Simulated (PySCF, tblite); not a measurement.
**C₂H₁₁Ge₂NO: geometry, infrared bands and NMR shifts**

What infrared bands and NMR shifts should C₂H₁₁Ge₂NO (`CC[O][GeH2][NH][GeH3]`) show?

Programs: tblite 0.8.0 and PySCF 2.14.0, with density-fitted response routines of our own. Each step states its level of theory. These are calculated values for one molecule in the gas phase, unless marked as measured. Atoms are numbered from 0 throughout.

## Step 1: The molecule as given

17 atoms, charge 0, multiplicity 1; geometry from: force field or distance geometry start.

Bonds of the start (Å): C0–C1 1.53, C1–O2 1.39, O2–Ge3 1.81, Ge3–N4 1.88, N4–Ge5 1.87, C0–H6 1.11, C0–H7 1.11, C0–H8 1.11, C1–H9 1.12, C1–H10 1.12, Ge3–H11 1.54, Ge3–H12 1.56, N4–H13 1.04, Ge5–H14 1.55, Ge5–H15 1.55, Ge5–H16 1.55.

## Step 2: Optimising the geometry with GFN2-xTB

Job settings and geometry (Å):

```
{"job": {"kind": "relax", "xc": "GFN2-xTB", "basis": "xTB"}, "charge": 0, "multiplicity": 1}
C      2.537500    -0.924600    -0.709600
C      1.524900    -0.180000     0.159600
O      0.742500     0.642700    -0.634100
Ge    -0.446700     1.498400     0.423100
N     -1.633100     0.254900     1.181800
Ge    -2.515600    -0.578600    -0.245900
H      3.179400    -0.190700    -1.243100
H      3.170900    -1.577200    -0.077500
H      1.996400    -1.546600    -1.455000
H      2.094400     0.416000     0.918700
H      0.903000    -0.945100     0.692600
H     -1.243200     2.525100    -0.401500
H      0.300900     2.233500     1.577000
H     -2.348000     0.805700     1.690800
H     -3.217500     0.497500    -1.118900
H     -3.571400    -1.561300     0.328500
H     -1.481300    -1.357700    -1.096400
```

Launch:

```bash
$ OMP_NUM_THREADS=1 python probes_run.py task.json out
```

One launch serves the whole session: the jobs run in the order shown.

The log of the run:

```text
step      E/eV     max force
  0    -564.17026    1.556
  1    -564.28115    0.943
  2    -564.36520    0.655
  3    -564.40027    0.654
  4    -564.43069    0.374
  5    -564.44528    0.360
  6    -564.45953    0.375
  7    -564.47913    0.534
  8    -564.50550    0.557
  9    -564.53217    0.408
 10    -564.55154    0.274
 11    -564.56303    0.248
 12    -564.57186    0.246
 13    -564.58202    0.267
 14    -564.59350    0.316
 15    -564.60339    0.278
 16    -564.60995    0.273
 17    -564.61393    0.362
 18    -564.61835    0.266
 19    -564.62241    0.182
 20    -564.62582    0.165
 21    -564.62917    0.148
 22    -564.63332    0.195
 23    -564.63870    0.199
 24    -564.64384    0.177
 25    -564.64779    0.157
 26    -564.65108    0.134
 27    -564.65389    0.124
 28    -564.65635    0.140
 29    -564.65855    0.116
 30    -564.66038    0.092
 31    -564.66191    0.079
 32    -564.66318    0.094
 33    -564.66416    0.078
 34    -564.66494    0.064
 35    -564.66568    0.075
 36    -564.66660    0.104
 37    -564.66792    0.134
 38    -564.66932    0.105
 39    -564.67042    0.066
 40    -564.67130    0.068
 41    -564.67219    0.110
 42    -564.67317    0.124
 43    -564.67409    0.091
 44    -564.67485    0.066
 45    -564.67544    0.059
 46    -564.67585    0.086
 47    -564.67631    0.065
 48    -564.67663    0.050
 49    -564.67689    0.041
 50    -564.67719    0.041
 51    -564.67765    0.053
 52    -564.67808    0.044
 53    -564.67842    0.038
 54    -564.67870    0.039
 55    -564.67906    0.043
 56    -564.67953    0.058
 57    -564.68005    0.052
 58    -564.68053    0.041
 59    -564.68099    0.051
 60    -564.68144    0.045
 61    -564.68186    0.049
 62    -564.68219    0.049
 63    -564.68246    0.045
 64    -564.68276    0.061
 65    -564.68320    0.071
 66    -564.68353    0.051
 67    -564.68381    0.044
 68    -564.68400    0.039
 69    -564.68419    0.039
 70    -564.68436    0.034
 71    -564.68447    0.025
 72    -564.68455    0.037
 73    -564.68465    0.044
 74    -564.68480    0.046
 75    -564.68501    0.054
 76    -564.68521    0.042
 77    -564.68536    0.043
 78    -564.68548    0.044
 79    -564.68563    0.043
 80    -564.68588    0.062
 81    -564.68625    0.068
 82    -564.68669    0.063
 83    -564.68712    0.078
 84    -564.68756    0.084
 85    -564.68809    0.065
 86    -564.68864    0.050
 87    -564.68910    0.051
 88    -564.68946    0.056
 89    -564.68976    0.059
 90    -564.69008    0.048
 91    -564.69039    0.054
 92    -564.69078    0.034
 93    -564.69103    0.029
 94    -564.69113    0.022
 95    -564.69119    0.020
 96    -564.69130    0.018
 97    -564.69143    0.021
 98    -564.69154    0.022
 99    -564.69161    0.021
100    -564.69165    0.017
101    -564.69169    0.014
102    -564.69174    0.014
103    -564.69178    0.011
104    -564.69180    0.012
105    -564.69181    0.012
106    -564.69183    0.016
107    -564.69187    0.014
108    -564.69190    0.013
109    -564.69193    0.012
110    -564.69196    0.017
111    -564.69199    0.018
112    -564.69203    0.016
113    -564.69207    0.013
114    -564.69211    0.013
115    -564.69214    0.015
116    -564.69219    0.017
117    -564.69226    0.022
118    -564.69233    0.016
119    -564.69240    0.016
120    -564.69246    0.019
121    -564.69253    0.024
122    -564.69260    0.022
123    -564.69264    0.015
124    -564.69267    0.015
125    -564.69271    0.016
126    -564.69275    0.019
127    -564.69278    0.013
128    -564.69280    0.011
129    -564.69281    0.010
130    -564.69283    0.013
131    -564.69286    0.019
132    -564.69290    0.018
133    -564.69293    0.011
134    -564.69295    0.010
135    -564.69296    0.011
136    -564.69299    0.018
137    -564.69304    0.025
138    -564.69311    0.027
139    -564.69317    0.021
140    -564.69324    0.023
141    -564.69330    0.023
142    -564.69340    0.028
143    -564.69351    0.034
144    -564.69360    0.027
145    -564.69366    0.015
146    -564.69371    0.016
147    -564.69377    0.025
148    -564.69385    0.027
149    -564.69393    0.024
150    -564.69399    0.014
151    -564.69403    0.014
152    -564.69405    0.015
153    -564.69407    0.010
154    -564.69408    0.006
```

Wall time 1.9 s (1 thread of Arm Neoverse N1, shared host); peak memory 0.18 GiB.

The steps of the relaxation: (not every step is listed)

| step | energy from step 0 (eV) | largest force (eV/Å) |
| --- | --- | --- |
| 0 | 0.0000 | 1.5564 |
| 1 | -0.1109 | 0.9433 |
| 2 | -0.1949 | 0.6551 |
| 3 | -0.2300 | 0.6542 |
| 4 | -0.2604 | 0.3737 |
| 5 | -0.2750 | 0.3595 |
| 6 | -0.2893 | 0.3753 |
| 7 | -0.3089 | 0.5342 |
| 8 | -0.3352 | 0.5574 |
| 22 | -0.4631 | 0.1947 |
| 36 | -0.4963 | 0.1043 |
| 50 | -0.5069 | 0.0413 |
| 64 | -0.5125 | 0.0605 |
| 78 | -0.5152 | 0.0439 |
| 92 | -0.5205 | 0.0340 |
| 106 | -0.5216 | 0.0158 |
| 120 | -0.5222 | 0.0186 |
| 134 | -0.5227 | 0.0102 |
| 148 | -0.5236 | 0.0275 |
| 149 | -0.5237 | 0.0243 |
| 150 | -0.5237 | 0.0139 |
| 151 | -0.5238 | 0.0144 |
| 152 | -0.5238 | 0.0151 |
| 153 | -0.5238 | 0.0100 |
| 154 | -0.5238 | 0.0059 |

Distances of close pairs at the start and the end, largest changes first:

| bond | before (Å) | after (Å) | change (Å) |
| --- | --- | --- | --- |
| O2–Ge3 | 1.807 | 1.734 | -0.073 |
| Ge5–H16 | 1.549 | 1.491 | -0.059 |
| N4–Ge5 | 1.874 | 1.818 | -0.056 |
| Ge3–N4 | 1.879 | 1.824 | -0.055 |
| Ge5–H15 | 1.553 | 1.500 | -0.053 |
| Ge5–H14 | 1.553 | 1.505 | -0.048 |
| Ge3–H12 | 1.559 | 1.515 | -0.044 |
| Ge3–H11 | 1.539 | 1.499 | -0.040 |

The next job starts from the end point, and lists it.

## Step 3: Harmonic vibrations with GFN2-xTB

Job settings and geometry (Å):

```
{"job": {"kind": "ir", "xc": "GFN2-xTB", "basis": "xTB"}, "charge": 0, "multiplicity": 1}
C      2.295356    -0.926158    -0.807541
C      1.557086    -0.248803     0.336808
O      1.005186     0.968015    -0.126350
Ge    -0.408148     1.780652     0.463925
N     -1.686606     0.535690     0.841436
Ge    -2.377899    -0.713040    -0.284503
H      3.075687    -0.269451    -1.183649
H      2.743244    -1.854713    -0.463238
H      1.605287    -1.141088    -1.620208
H      2.251079    -0.043143     1.160363
H      0.764142    -0.910239     0.712571
H     -0.654977     2.701286    -0.693347
H     -0.171215     2.505346     1.773500
H     -2.317741     0.815184     1.577091
H     -3.374309    -0.135640    -1.253206
H     -3.062085    -1.718060     0.593976
H     -1.251085    -1.333806    -1.037539
```

The log of the run:

```text
mode    cm-1     km/mol
  1      31.7      0.49
  2      34.2      0.37
  3      77.3      1.10
  4      85.7      2.02
  5     107.9      3.72
  6     138.0      2.10
  7     210.8      0.99
  8     274.3     15.59
  9     312.2     15.37
 10     328.8     86.89
 11     442.5     26.78
 12     496.4     46.70
 13     553.5    130.28
 14     565.8     30.31
 15     598.2    121.86
 16     624.5     64.71
 17     681.7    628.97
 18     729.5    294.14
 19     787.8    108.05
 20     801.7    118.32
 21     822.5    149.94
 22     830.4     34.63
 23     842.4     98.46
 24     944.4     34.44
 25    1080.7     50.80
 26    1101.9    113.34
 27    1114.1     94.19
 28    1146.1     12.46
 29    1263.2      0.27
 30    1341.1      8.02
 31    1398.5      8.86
 32    1475.9      2.39
 33    1480.8      0.39
 34    1495.6      2.64
 35    1865.5    371.59
 36    1932.5    220.83
 37    1978.7    267.51
 38    2005.6    644.79
 39    2079.6    421.82
 40    2860.4     63.00
 41    2900.6     56.46
 42    3034.8     27.98
 43    3039.5     32.47
 44    3045.6     23.59
 45    3427.0      0.42
```

Run time: 0.99 s. Hardware: 1 thread of Arm Neoverse N1, shared host; peak memory 0.18 GiB.

The strongest bands and the atoms that carry them (share of the mass-weighted mode):

| cm⁻¹ | km/mol | atoms |
| --- | --- | --- |
| 682 | 629.0 | N4 31 %, H12 23 %, H16 15 % |
| 730 | 294.1 | H11 32 %, H12 26 %, N4 26 % |
| 822 | 149.9 | H15 37 %, H16 29 %, H14 27 % |
| 1866 | 371.6 | H12 96 % |
| 1932 | 220.8 | H14 74 %, H15 19 % |
| 1979 | 267.5 | H11 91 % |
| 2006 | 644.8 | H15 64 %, H14 24 % |
| 2080 | 421.8 | H16 86 %, H15 11 % |

## Step 4: Shielding tensors: PBE0/pcSseg-1

Same as in step 3 but for these lines:

```diff
@@ -1,2 +1,2 @@
-{"job": {"kind": "ir", "xc": "GFN2-xTB", "basis": "xTB"}, "charge": 0, "multiplicity": 1}
+{"job": {"kind": "nmr", "xc": "PBE0", "basis": "pcSseg-1"}, "charge": 0, "multiplicity": 1}
 C      2.295356    -0.926158    -0.807541
```

Method: GIAO PBE0/pcSseg-1 NMR shielding, non-relativistic, gas phase.

The log of the run:

```text
coarse grid: 62688 points
cycle   1  E = -4365.4008565809  dE = -8.238e-01  |g| = 1.425e+00  |ddm| = 3.802e+00
cycle   2  E = -4365.1217889287  dE =  2.791e-01  |g| = 1.821e+00  |ddm| = 1.971e+00
cycle   3  E = -4365.5774107954  dE = -4.556e-01  |g| = 3.296e-01  |ddm| = 1.509e+00
cycle   4  E = -4365.5957309130  dE = -1.832e-02  |g| = 8.846e-02  |ddm| = 2.586e-01
cycle   5  E = -4365.5965686563  dE = -8.377e-04  |g| = 2.258e-02  |ddm| = 6.460e-02
cycle   6  E = -4365.5966612077  dE = -9.255e-05  |g| = 8.265e-03  |ddm| = 2.154e-02
cycle   7  E = -4365.5966744847  dE = -1.328e-05  |g| = 1.242e-03  |ddm| = 6.963e-03
cycle   8  E = -4365.5966747922  dE = -3.075e-07  |g| = 3.481e-04  |ddm| = 1.199e-03
final grid: 129784 points
cycle   9  E = -4365.5966716140  dE = -5.864e-08  |g| = 4.375e-04  |ddm| = 1.655e-03
cycle  10  E = -4365.5966715828  dE =  3.114e-08  |g| = 5.753e-04  |ddm| = 7.786e-04
cycle  11  E = -4365.5966716584  dE = -7.561e-08  |g| = 7.992e-05  |ddm| = 4.580e-04
cycle  12  E = -4365.5966716597  dE = -1.278e-09  |g| = 8.451e-06  |ddm| = 6.116e-05
cycle  13  E = -4365.5966716597  dE = -1.637e-11  |g| = 3.939e-06  |ddm| = 9.661e-06
converged SCF energy = -4365.5966716597

GIAO shielding tensors (ppm)
atom      isotropic    diamagn.    paramagn.     s11        s22        s33       span
  0 C      166.140     247.840     -81.700    148.129    164.315    185.976     37.846
  1 C      124.641     245.311    -120.669     93.384    112.862    167.678     74.294
  2 O      301.271     404.605    -103.334    270.471    302.368    330.972     60.501
  3 Ge    1336.618    2756.338   -1419.720   1253.466   1310.686   1445.701    192.235
  4 N      269.931     328.426     -58.495    231.902    266.537    311.355     79.453
  5 Ge    1475.349    2756.549   -1281.201   1340.973   1428.989   1656.084    315.110
  6 H       30.128      28.847       1.280     26.269     28.096     36.017      9.748
  7 H       30.776      28.685       2.092     26.788     27.610     37.930     11.142
  8 H       30.284      31.089      -0.806     26.017     30.182     34.652      8.635
  9 H       27.832      30.223      -2.391     22.446     27.256     33.795     11.348
 10 H       27.483      33.557      -6.073     21.869     29.283     31.298      9.428
 11 H       26.562      29.593      -3.031     19.715     21.411     38.559     18.844
 12 H       26.387      29.030      -2.644     19.480     21.123     38.557     19.077
 13 H       32.592      32.111       0.481     21.495     29.444     46.837     25.343
 14 H       27.013      28.807      -1.794     19.700     22.106     39.232     19.532
 15 H       27.211      29.085      -1.874     20.192     22.430     39.010     18.818
 16 H       27.356      31.089      -3.733     19.265     25.000     37.805     18.540
```

It took 76 s on 1 thread of Arm Neoverse N1, shared host; peak memory 0.89 GiB.

The references, computed at this level on geometries of the same kind, shield at (ppm): ¹H TMS 31.72, ¹³C TMS 186.9, ¹⁵N NH3 267.7, ¹⁷O H2O 336.1, ⁷³Ge GeMe4 1331. Their shielding less the atom's gives the shift. The references are single molecules in the gas phase, so shifts against H2O, NH3, PH3, H3PO4 or CFCl3 are not on the usual liquid scales and can be off by tens of ppm. Atoms listed in one row are averaged.

| atoms | environment | σ (ppm) | δ (ppm) |
| --- | --- | --- | --- |
| C1 | sp3 CH2 bonded to O | 124.6 | 62.3 |
| C0 | methyl carbon | 166.1 | 20.8 |
| H11, H12 | hydrogen on a germanium bonded to N, O | 26.47 | 5.24 |
| H14, H15, H16 | hydrogen on a germanium bonded to N | 27.19 | 4.52 |
| H9, H10 | hydrogen on an sp3 CH2 bonded to O | 27.66 | 4.06 |
| H6, H7, H8 | hydrogen on a methyl carbon | 30.40 | 1.32 |
| H13 | hydrogen on a nitrogen bonded to 2 Ge | 32.59 | -0.88 |
| O2 | oxygen bonded to C, Ge | 301.3 | 34.8 |
| Ge3 | germanium bonded to N, O, 2 H | 1337 | -6 |
| Ge5 | germanium bonded to N, 3 H | 1475 | -144 |
| N4 | nitrogen bonded to 2 Ge, H | 269.9 | -2.2 |

The run also stored atomic charges by several schemes (e):

| atoms | Mulliken | IAO | Hirshfeld | ESP fit |
| --- | --- | --- | --- | --- |
| C0 | -0.29 | -0.42 | -0.13 | -0.43 |
| C1 | 0.04 | -0.03 | 0.00 | 0.45 |
| O2 | -0.73 | -0.63 | -0.24 | -0.49 |
| Ge3 | 0.91 | 0.97 | 0.44 | 0.56 |
| N4 | -0.96 | -0.88 | -0.34 | -0.73 |
| Ge5 | 0.44 | 0.63 | 0.35 | 0.46 |

Mayer bond orders: C0–C1 1.07, C1–O2 0.89, O2–Ge3 0.85, Ge3–N4 0.86, N4–Ge5 0.86.

## Step 5: Outcome

| quantity | value |
| --- | --- |
| strongest single infrared mode (GFN2-xTB) | 2006 cm⁻¹, 645 km/mol |
| zero-point energy (GFN2-xTB) | 74.9 kcal/mol |
| ¹³C shifts against TMS (PBE0/pcSseg-1) | 62.3, 20.8 ppm |
| ¹H shifts against TMS (PBE0/pcSseg-1, means over atoms taken as alike) | 5.24, 4.52, 4.06, 1.32, -0.88 ppm |
| ¹⁷O shifts against H2O (PBE0/pcSseg-1) | 34.8 ppm |
| ⁷³Ge shifts against GeMe4 (PBE0/pcSseg-1) | -6, -144 ppm |
| ¹⁵N shifts against NH3 (PBE0/pcSseg-1) | -2.2 ppm |

In words: Relaxing lowered the energy by 0.524 eV in 154 steps; the close pair that moved most is O2–Ge3, from 1.807 to 1.734 Å. No mode is imaginary among the 45: a minimum at this level. The strongest single mode, at 2006 cm⁻¹, moves mainly H15. GFN2-xTB is a fitted tight-binding method: band positions and strengths are rough. Its intensities can rank the bands wrongly. At PBE0/pcSseg-1: The widest tensor belongs to Ge5: span 315 ppm, with a paramagnetic part of -1281 ppm. Spin-orbit coupling is left out, which matters for shieldings and couplings at and beside the heavy atoms.
